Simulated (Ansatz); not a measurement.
**C₂H₈SiSn: basis-set convergence**

Aim: see how fast density functionals converge with the basis set for C₂H₈SiSn.

Method: one geometry, several basis sets; program: Ansatz 0.2.0, Gaussian basis.

Plan: PBE0-D4/def2-SVP; ωB97M-V/def2-SVP; PBE0-D4/def2-QZVPP; ωB97M-V/def2-QZVPP; the functionals' def2-TZVPP values are taken from earlier runs.

## 1. The relaxed structure

The geometry comes from an earlier relaxation with PBE0-D4 in a triple-zeta def2 set; it is a stationary point, not always the lowest conformer. Sn takes the def2 core potential; no spin-orbit term is included.

SMILES `[SiH3][SnH]1[CH2][CH2]1`, 12 atoms, charge 0, spin multiplicity 1.

Atoms are counted from 1 here; the program's logs count them from 0.

Bond lengths: Si1–Sn2 2.632 Å, Si1–H5 1.491 Å, Si1–H6 1.492 Å, Si1–H7 1.493 Å, Sn2–C3 2.469 Å, Sn2–C4 2.653 Å, Sn2–H8 1.763 Å, C3–C4 1.364 Å, C3–H9 1.083 Å, C3–H10 1.085 Å, C4–H11 1.084 Å, C4–H12 1.082 Å. Angles: Sn2–Si1–H5 117.8°, Sn2–Si1–H6 107.8°, Sn2–Si1–H7 109.9°, H5–Si1–H6 107.0°, H5–Si1–H7 106.9°, H6–Si1–H7 106.9°, Si1–Sn2–C3 99.8°, Si1–Sn2–C4 72.7°, Si1–Sn2–H8 95.3°, C3–Sn2–C4 30.6°, C3–Sn2–H8 92.6°, C4–Sn2–H8 81.2°, Sn2–C3–C4 82.2°, Sn2–C3–H9 103.1°, Sn2–C3–H10 97.1°, C4–C3–H9 121.0°, C4–C3–H10 120.9°, H9–C3–H10 116.6° and more.

## 2. PBE0-D4 in def2-SVP

Contents of in.yaml:

```yaml
crystal:
  periodic: [false, false, false]
  atoms:
    - {symbol: Si, position_ang: [-1.315881, 1.325162, -0.673518]}
    - {symbol: Sn, position_ang: [-0.305523, 0.432815, 1.586854]}
    - {symbol: C, position_ang: [1.630770, -0.825290, 0.714177]}
    - {symbol: C, position_ang: [0.823741, -0.945427, -0.379170]}
    - {symbol: H, position_ang: [-1.863534, 0.325070, -1.634534]}
    - {symbol: H, position_ang: [-2.428255, 2.261486, -0.338775]}
    - {symbol: H, position_ang: [-0.287510, 2.118617, -1.410665]}
    - {symbol: H, position_ang: [-1.313315, -1.012491, 1.657484]}
    - {symbol: H, position_ang: [2.430271, -0.094576, 0.740975]}
    - {symbol: H, position_ang: [1.648308, -1.592875, 1.480137]}
    - {symbol: H, position_ang: [0.935743, -0.284079, -1.230160]}
    - {symbol: H, position_ang: [0.121985, -1.763613, -0.478703]}
basis:
  gaussian: {orbitals: def2-SVP}
hamiltonian: {xc: pbe0, dispersion: d4}
output: {orbitals: {seedname: orbitals}}
```

Further steps of the session: ωB97M-V in def2-SVP; PBE0-D4 in def2-QZVPP; ωB97M-V in def2-QZVPP.

Before running them: what should the planned runs give, taken together? Wanted: PBE0-D4: double and triple zeta above quadruple; ωB97M-V: double and triple zeta above quadruple.

As calculated:

| quantity | value |
| --- | --- |
| PBE0-D4: double and triple zeta above quadruple | 5.82, 0.43 eV |
| ωB97M-V: double and triple zeta above quadruple | 6.06, 0.42 eV |

For PBE0-D4 the step from double to triple zeta gains 5.38 eV and the next only 0.43 eV. Total energies overstate the basis error of differences, where much of it tends to cancel.
